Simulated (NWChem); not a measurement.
# One shape, several levels: Si2H3Cl2F (SMILES F[Si]([SiH3])(Cl)Cl)

Wanted: a comparison of 3 runs (HF/STO-3G, HF/3-21G, B3LYP/6-31G*) of Si2H3Cl2F. 

The calculation is run with NWChem 7.3.0.

**1. Starting point**

The species is Si2H3Cl2F (8 atoms), meant as a singlet with charge 0. SMILES: `F[Si]([SiH3])(Cl)Cl`. The coordinates come from a PBE0-D4/def2-TZVP relaxation.

Bond lengths: F1–Si2 1.589 Å, Si2–Si3 2.331 Å, Si2–Cl4 2.038 Å, Si2–Cl5 2.038 Å, Si3–H6 1.484 Å, Si3–H7 1.484 Å, Si3–H8 1.484 Å. Some angles: F1–Si2–Si3 111.2°, F1–Si2–Cl4 107.1°, F1–Si2–Cl5 107.1°, Si3–Si2–Cl4 111.2°, Si3–Si2–Cl5 111.2°, Cl4–Si2–Cl5 108.8°, Si2–Si3–H6 107.8°, Si2–Si3–H7 109.0°, Si2–Si3–H8 109.0°, H6–Si3–H7 110.3°.

**2. Energy and gradient at HF/STO-3G (run 1)**

Contents of run.py:

```python
from ase import Atoms
from ase.calculators.nwchem import NWChem

system = Atoms(['F', 'Si', 'Si', 'Cl', 'Cl', 'H', 'H', 'H'], positions=[
    [-0.243800, -0.202200, -2.243600],
    [-0.540900, 0.449700, -0.825300],
    [0.687200, -0.595700, 0.857800],
    [-2.544500, 0.274700, -0.494000],
    [-0.067000, 2.427400, -0.964500],
    [0.350200, 0.065900, 2.142700],
    [2.134600, -0.444800, 0.565200],
    [0.316400, -2.032200, 0.905900],
])

calc = NWChem(
    label='work',
    theory='scf',
    memory='2200 mb',
    basis='STO-3G',
    basispar='spherical bse',
    scf={'nopen': '0', 'rhf': None, 'thresh': '1e-08', 'maxiter': '80'},
)
system.calc = calc

forces = system.get_forces()
print(f"energy = {system.get_potential_energy():.6f} eV")
print("forces (eV/A):")
for s, f in zip(system.symbols, forces):
    print(f"{s:2s} {f[0]:10.5f} {f[1]:10.5f} {f[2]:10.5f}")
print("dipole (e A):", system.get_dipole_moment().round(4))
```

Run with:

```bash
export ASE_NWCHEM_COMMAND="nwchem PREFIX.nwi > PREFIX.nwo"
python run.py
```

Log:

```text
energy = -43002.142348 eV
forces (eV/A):
F    -0.00303   -0.17694   -0.82574
Si    1.79355   -1.72999    1.50975
Si    0.18419   -0.09683    0.53217
Cl   -1.41364   -0.04443    0.14866
Cl    0.23875    1.38917   -0.16512
H     0.42099   -0.78650   -1.42074
H    -1.63610   -0.17273    0.30288
H     0.41528    1.61820   -0.08186
dipole (e A): [ 0.4943 -0.5076  0.2805]
```

The calculator wrote work.nwi:

```
title "work"

permanent_dir work

scratch_dir work

start work

geometry units angstrom nocenter noautosym noautoz
  F  -2.4379999999999999e-01 -2.0219999999999999e-01 -2.2435999999999998e+00
  Si -5.4090000000000005e-01 4.4969999999999999e-01 -8.2530000000000003e-01
  Si 6.8720000000000003e-01 -5.9570000000000001e-01 8.5780000000000001e-01
  Cl -2.5445000000000002e+00 2.7470000000000000e-01 -4.9399999999999999e-01
  Cl -6.7000000000000004e-02 2.4274000000000000e+00 -9.6450000000000002e-01
  H  3.5020000000000001e-01 6.5900000000000000e-02 2.1427000000000000e+00
  H  2.1345999999999998e+00 -4.4479999999999997e-01 5.6520000000000004e-01
  H  3.1640000000000001e-01 -2.0322000000000000e+00 9.0590000000000004e-01
end

memory 2200 mb

basis spherical bse noprint
   * library STO-3G
end

scf
  nopen 0
  rhf
  thresh 1e-08
  maxiter 80
end

task scf gradient
```

work.nwo (excerpt; [...] marks lines left out):

```text
[...]
      One-electron energy =  -3075.586720468588
[... 1 line left out ...]
 Nuclear repulsion energy =    440.891778476994
[... 52 lines left out ...]
                       ROHF Final Molecular Orbital Analysis
[... 208 lines left out ...]
     1   1 0 0      0.934018      0.000000    -78.877730
[...]
  wavefunction    =   RHF
                         RHF ENERGY GRADIENTS
    atom               coordinates                        gradient
                 x          y          z           x          y          z
   1 F      -0.460715  -0.382103  -4.239789    0.000059   0.003441   0.016058
   2 Si     -1.022153   0.849810  -1.559591   -0.034879   0.033643  -0.029360
   3 Si      1.298620  -1.125710   1.621007   -0.003582   0.001883  -0.010349
[... 4 lines of this table left out ...]
   8 H       0.597909  -3.840301   1.711903   -0.008076  -0.031469   0.001592
[...]
```

It took 4.5 s on 1 thread of AMD EPYC 9R14 (Zen 4), shared host; peak memory 0.099 GiB.

**3. Energy and forces at HF/3-21G (run 2)**

Contents of m1.nw:

```
start m1
memory stack 880 mb heap 220 mb global 1100 mb
geometry noautosym nocenter noautoz
   F    -0.243800   -0.202200   -2.243600
   Si   -0.540900    0.449700   -0.825300
   Si    0.687200   -0.595700    0.857800
   Cl   -2.544500    0.274700   -0.494000
   Cl   -0.067000    2.427400   -0.964500
   H     0.350200    0.065900    2.142700
   H     2.134600   -0.444800    0.565200
   H     0.316400   -2.032200    0.905900
end
basis "ao basis" spherical bse
   * library 3-21G
end
scf
   thresh 1e-08
   maxiter 80
   noprint "final vectors analysis"
end
task scf gradient
```

Run with:

```bash
nwchem m1.nw > m1.out
```

Log:

```text
[...]
  functions       =    67
[...]
  wavefunction    = RHF
[...]
         Total SCF energy =  -1590.160966810790
      One-electron energy =  -3082.041142298988
      Two-electron energy =   1050.988397011203
 Nuclear repulsion energy =    440.891778476995
        Time for solution =      2.8s
[...]
                         RHF ENERGY GRADIENTS
    atom               coordinates                        gradient
                 x          y          z           x          y          z
   1 F      -0.460715  -0.382103  -4.239789   -0.005689   0.013400   0.031363
   2 Si     -1.022153   0.849810  -1.559591   -0.026450   0.024934  -0.024915
   3 Si      1.298620  -1.125710   1.621007   -0.004006   0.003235  -0.006270
   4 Cl     -4.808408   0.519108  -0.933525    0.043776   0.003691  -0.006966
   5 Cl     -0.126612   4.587121  -1.822641   -0.010151  -0.043133   0.003272
   6 H       0.661782   0.124533   4.049116    0.000394  -0.000067   0.001834
   7 H       4.033809  -0.840550   1.068073    0.001415  -0.000721   0.000774
   8 H       0.597909  -3.840301   1.711903    0.000711  -0.001340   0.000909
[...]
```

It took 4.2 s on 1 thread of AMD EPYC 9R14 (Zen 4), shared host; peak memory 0.098 GiB.

**4. Energy and gradient at B3LYP/6-31G(d) (Cartesian functions) (run 3)**

Contents of run.py:

```python
from ase import Atoms
from ase.calculators.nwchem import NWChem

mol = Atoms(['F', 'Si', 'Si', 'Cl', 'Cl', 'H', 'H', 'H'], positions=[
    [-0.243800, -0.202200, -2.243600],
    [-0.540900, 0.449700, -0.825300],
    [0.687200, -0.595700, 0.857800],
    [-2.544500, 0.274700, -0.494000],
    [-0.067000, 2.427400, -0.964500],
    [0.350200, 0.065900, 2.142700],
    [2.134600, -0.444800, 0.565200],
    [0.316400, -2.032200, 0.905900],
])

calc = NWChem(
    label='test',
    theory='dft',
    memory='2200 mb',
    basis='6-31G*',
    dft={'xc': 'b3lyp', 'mult': '1', 'grid': 'fine', 'convergence': 'energy 1e-08', 'iterations': '100', 'mulliken': None},
)
mol.calc = calc

forces = mol.get_forces()
e = mol.get_potential_energy()
print(f"E = {e:.6f} eV")
print("forces (eV/A):")
for s, f in zip(mol.symbols, forces):
    print(f"{s:2s} {f[0]:10.5f} {f[1]:10.5f} {f[2]:10.5f}")
print("dipole (e A):", mol.get_dipole_moment().round(4))
```

Run with:

```bash
export ASE_NWCHEM_COMMAND="nwchem PREFIX.nwi > PREFIX.nwo"
python run.py
```

Log:

```text
E = -43570.488727 eV
forces (eV/A):
F     0.13714   -0.30750   -0.68561
Si    0.24220   -0.15216    0.56729
Si    0.01183   -0.00962    0.01867
Cl   -0.56919   -0.04664    0.08454
Cl    0.12886    0.55870   -0.04787
H     0.01517   -0.01152    0.02468
H     0.02278   -0.01054    0.01810
H     0.01116   -0.02067    0.02026
dipole (e A): [ 0.2238 -0.1941  0.2911]
```

The calculator wrote test.nwi:

```
title "test"

permanent_dir test

scratch_dir test

start test

geometry units angstrom nocenter noautosym noautoz
  F  -2.4379999999999999e-01 -2.0219999999999999e-01 -2.2435999999999998e+00
  Si -5.4090000000000005e-01 4.4969999999999999e-01 -8.2530000000000003e-01
  Si 6.8720000000000003e-01 -5.9570000000000001e-01 8.5780000000000001e-01
  Cl -2.5445000000000002e+00 2.7470000000000000e-01 -4.9399999999999999e-01
  Cl -6.7000000000000004e-02 2.4274000000000000e+00 -9.6450000000000002e-01
  H  3.5020000000000001e-01 6.5900000000000000e-02 2.1427000000000000e+00
  H  2.1345999999999998e+00 -4.4479999999999997e-01 5.6520000000000004e-01
  H  3.1640000000000001e-01 -2.0322000000000000e+00 9.0590000000000004e-01
end

memory 2200 mb

basis noprint
   * library 6-31G*
end

dft
  xc b3lyp
  mult 1
  grid fine
  convergence energy 1e-08
  iterations 100
  mulliken
end

task dft gradient
```

test.nwo (excerpt; [...] marks lines left out):

```text
[...]
         Total DFT energy =    -1601.185940627590
[...]
  wavefunction    = closed shell
                         DFT ENERGY GRADIENTS
    atom               coordinates                        gradient
                 x          y          z           x          y          z
   1 F      -0.460715  -0.382103  -4.239789   -0.002667   0.005980   0.013333
   2 Si     -1.022153   0.849810  -1.559591   -0.004710   0.002959  -0.011032
   3 Si      1.298620  -1.125710   1.621007   -0.000230   0.000187  -0.000363
[... 4 lines of this table left out ...]
   8 H       0.597909  -3.840301   1.711903   -0.000217   0.000402  -0.000394
[...]
```

Run time: 25 s. Hardware: 1 thread of AMD EPYC 9R14 (Zen 4), shared host; peak memory 0.13 GiB.

**5. Overview of the runs**

```csv
run,level,Cartesian functions,iteration cap,energy (Eh),dipole moment (D),HOMO energy (eV),LUMO energy (eV),wall time
1,HF/STO-3G,no,80,-1580.299596,3.66,-9.43,7.34,4.5 s
2,HF/3-21G,no,80,-1590.160967,3.37,–,–,4.2 s
3,B3LYP/6-31G* (Cartesian functions),yes,100,-1601.185941,1.99,-8.56,-0.52,25 s
```

**6. What came out**

| quantity | value |
| --- | --- |
| run 3: total energy | -1601.18594 Eh |
| run 3: dipole moment | 1.99 D |
| run 3: HOMO energy | -8.56 eV |
| run 3: LUMO energy | -0.52 eV |
| run 3: HOMO–LUMO gap | 8.04 eV |
| run 3: largest force on an atom | 0.764 eV/Å |

In words: The dipole moment (its size) runs from 1.99 D (B3LYP/6-31G*) to 3.66 D (HF/STO-3G). The two ends differ in method and basis. In run 1 the basis is minimal, so the values are rough. All runs together took 33 s, the longest 25 s.
